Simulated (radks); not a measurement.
# Rb⁺ in [Kr]: an all-electron calculation

An exercise on one series of results from a longer session: the logs are not shown, and one member is left open.

Method: Dirac Kohn-Sham, PBE, spin-unpolarised, spherical densities, point nucleus. Code: radks (a radial shooting solver on a logarithmic mesh, Libxc functionals) version 1.

## What is computed

```
element       : rubidium (Z = 37)
charge        : +1
electrons     : 36
configuration : [Kr]
```

Outer shells as boxes (Hund's rule):

Rb⁺
```
[Ar] core
3d [↑↓][↑↓][↑↓][↑↓][↑↓]
4s [↑↓]
4p [↑↓][↑↓][↑↓]
```

Set-up of the first run:

The run's settings:

```text
Z 37
configuration [Kr] 5s0 4d0
relativity Dirac
functional pbe,pbe
spin unpolarised
j_filling energy
nucleus point
c 137.035999084
```

Run with:

```console
python run_ks.py task.json out
```

This one command runs every case of the session in turn.

Among the steps run: Self-consistent calculation.

One table of the session follows, with a row left open; its other results are not shown here.

It belongs to the step «Radial structure». Radial moments (bohr):

| level | <r> | outermost maximum (interpolated) | 90 % within | nodes |
| --- | --- | --- | --- | --- |
| 1s1/2 | 0.04029 | 0.0263 | 0.0721 | 0 |
| 2s1/2 | 0.1776 | 0.150 | 0.275 | 1 |
| 2p1/2 | 0.1523 | 0.117 | 0.249 | 0 |
| 2p3/2 | 0.1563 | 0.121 | 0.255 | 0 |
| 3s1/2 | 0.5104 | 0.451 | 0.758 | 2 |
| 3p1/2 | 0.5116 | 0.441 | 0.779 | 1 |
| 3p3/2 | 0.5221 | 0.449 | 0.794 | 1 |
| 3d3/2 | 0.5231 | 0.392 | 0.852 | 0 |
| 3d5/2 | 0.5269 | 0.394 | 0.858 | 0 |
| 4s1/2 | ? | ? | ? | ? |
| 4p1/2 | 1.690 | 1.41 | 2.56 | 2 |
| 4p3/2 | 1.727 | 1.44 | 2.61 | 2 |

Estimate the missing values for 4s1/2.

The run gave: <r>: 1.454; outermost maximum (interpolated): 1.26; 90 % within: 2.14; nodes: 3. In the column «<r>» it lies between 3d5/2 (0.5269) and 4p1/2 (1.690).
